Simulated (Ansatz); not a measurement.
**Nudged elastic band run: Li12Cd4H**

Input file:

```yaml
crystal:
  lattice:
    - [6.612388, 0.0, 0.0]
    - [0.0, 6.612388, 0.0]
    - [0.0, 0.0, 6.612388]
  atoms:
    - { symbol: Li, position: [0.28259228, 0.2232797, 0.24640357] }
    - { symbol: Li, position: [0.76608154, 0.74007121, 0.75124375] }
    - { symbol: Li, position: [0.50708489, 0.49895217, 0.50506619] }
    - { symbol: Cd, position: [0.00744325, -0.00098747, -0.00249545] }
    - { symbol: Li, position: [0.73194174, 0.77445908, 0.24626418] }
    - { symbol: Li, position: [0.24861757, 0.25726115, 0.75116565] }
    - { symbol: Li, position: [0.00705629, -0.00096917, 0.50488241] }
    - { symbol: Cd, position: [0.50693106, 0.49888393, -0.00263635] }
    - { symbol: Li, position: [0.76615392, 0.25795148, 0.75127212] }
    - { symbol: Li, position: [0.2829032, 0.77494711, 0.24635967] }
    - { symbol: Li, position: [0.00786426, 0.49907356, 0.03078982] }
    - { symbol: Cd, position: [0.50784438, -0.00106141, 0.54057439] }
    - { symbol: Li, position: [0.24870303, 0.74081854, 0.75108718] }
    - { symbol: Li, position: [0.73193811, 0.22340764, 0.24619869] }
    - { symbol: Li, position: [0.5078296, -0.00106289, -0.03651283] }
    - { symbol: Cd, position: [0.00773838, 0.49908346, 0.48037054] }
    - { symbol: H, position: [0.50552172, -0.00103338, 0.24265986] }
basis:
  ecutwfc: 420.0
kpoints:
  mp_grid: { grid: [3, 3, 3] }
hamiltonian:
  xc: lda
scf:
  occupations: { method: gaussian, width: 0.15 }
  lower_state_search: "off"
neb:
  images: 7
  f_tol: 0.03
  initial_path: idpp
  max_iterations: 80
  final_atoms:
    - { symbol: Li, position: [0.24908108, 0.2575037, 0.23500269] }
    - { symbol: Li, position: [0.75405865, 0.7735242, 0.71898252] }
    - { symbol: Li, position: [0.49532574, 0.49994552, 0.49195505] }
    - { symbol: Cd, position: [0.00264871, -6.655e-05, -0.00724653] }
    - { symbol: Li, position: [0.75397941, 0.77611487, 0.26868448] }
    - { symbol: Li, position: [0.24894125, 0.25952294, 0.75205267] }
    - { symbol: Li, position: [0.036619, -4.705e-05, 0.49456671] }
    - { symbol: Cd, position: [0.51972238, 0.49988606, -0.00516168] }
    - { symbol: Li, position: [0.75410379, 0.22629872, 0.71889912] }
    - { symbol: Li, position: [0.24910776, 0.74235385, 0.23496749] }
    - { symbol: Li, position: [-0.03001893, 0.49989468, -0.00405401] }
    - { symbol: Cd, position: [0.45962657, -8.273e-05, 0.49469646] }
    - { symbol: Li, position: [0.24896706, 0.7403375, 0.75208157] }
    - { symbol: Li, position: [0.7540194, 0.2237259, 0.2687536] }
    - { symbol: Li, position: [0.49530077, -6.4e-05, -0.00770622] }
    - { symbol: Cd, position: [0.00258964, 0.49996952, 0.49219627] }
    - { symbol: H, position: [0.75741409, -5.449e-05, 0.4915514] }
  order_check: true
```

Launched with:

```bash
$ ansatz run input.yaml --threads 4 --pin off --max-ram 10240MiB --backend cpu --events-out ev --progress --plain --runs-dir out
```

Output, in part (warnings, iteration lines):

```
NEB end point (image 0): max|allowed force component| = 1.517e-2 eV/Å (the criterion of neb.relax_end_points is 1.000e-2)
NEB end point (image 8): max|allowed force component| = 4.504e-3 eV/Å (the criterion of neb.relax_end_points is 1.000e-2)
NEB iter   1: max|band force component| = 8.251e-1 eV/Å  barrier→ = 0.5202 eV  barrier← = 0.5203 eV  Δτ_max = 0.2000 Å  (68 SCF iters)
NEB iter   2: max|band force component| = 4.636e-1 eV/Å  barrier→ = 0.2887 eV  barrier← = 0.2888 eV  CI = image 4  Δτ_max = 0.2000 Å  (56 SCF iters)
NEB iter   3: max|band force component| = 2.319e-1 eV/Å  barrier→ = 0.1866 eV  barrier← = 0.1867 eV  CI = image 4  Δτ_max = 0.2000 Å  (54 SCF iters)
NEB iter   4: max|band force component| = 1.350e-1 eV/Å  barrier→ = 0.1028 eV  barrier← = 0.1029 eV  CI = image 4  Δτ_max = 0.1991 Å  (51 SCF iters)
NEB iter   5: max|band force component| = 2.464e-1 eV/Å  barrier→ = 0.0601 eV  barrier← = 0.0602 eV  CI = image 4  Δτ_max = 0.0998 Å  (50 SCF iters)
NEB iter   6: max|band force component| = 1.473e-1 eV/Å  barrier→ = 0.0564 eV  barrier← = 0.0565 eV  CI = image 3  Δτ_max = 0.0459 Å  (47 SCF iters)
NEB iter   7: max|band force component| = 4.120e-2 eV/Å  barrier→ = 0.0543 eV  barrier← = 0.0544 eV  CI = image 3  Δτ_max = 0.0284 Å  (44 SCF iters)
NEB iter   8: max|band force component| = 1.740e-2 eV/Å  barrier→ = 0.0542 eV  barrier← = 0.0543 eV  CI = image 3  CI's point: of a kind that is not told: the force calls were inconclusive, a negative curvature could not be distinguished from the path's own, the only one lies far off the path, or fixed occupations may fill a level only in part  Δτ_max = 0.0000 Å  (338 SCF iters)
```

The forces met the threshold. Beside the main top the profile has a ripple of under 15 meV (maxima at images 3, 5), which may be a very shallow well or noise. By the program's own check the climbing image is of a kind that is not told: the force calls were inconclusive, a negative curvature could not be distinguished from the path's own, the only one lies far off the path, or fixed occupations may fill a level only in part (lowest curvatures found: -0.06 and 0.28 eV/Å²). Limits of this set-up: coarse k mesh, odd electron count without spin, a small cell, in which the defect meets its images, a typed lattice constant that wasn't relaxed here.

Final band (atoms are numbered from 1 in the order of the input):

| image | path coordinate (Å) | energy (eV) | Cd12–Li15 (Å) | Li7–Cd12 (Å) |
| --- | --- | --- | --- | --- |
| 0 | 0.00 | 0.000 | 2.80 | 3.31 |
| 1 | 0.49 | 0.025 | 2.93 | 3.21 |
| 2 | 0.98 | 0.048 | 3.19 | 3.17 |
| 3 | 1.46 | 0.054 | 3.15 | 3.26 |
| 4 | 1.96 | 0.044 | 3.06 | 3.08 |
| 5 | 2.46 | 0.054 | 3.29 | 3.11 |
| 6 | 2.96 | 0.050 | 3.17 | 3.23 |
| 7 | 3.46 | 0.028 | 3.20 | 2.95 |
| 8 | 3.96 | 0.000 | 3.30 | 2.80 |

The run took 5 min on 4 threads of Intel(R) Xeon(R) 6975P-C (Granite Rapids) (shared host), peak memory 2.4 GiB.
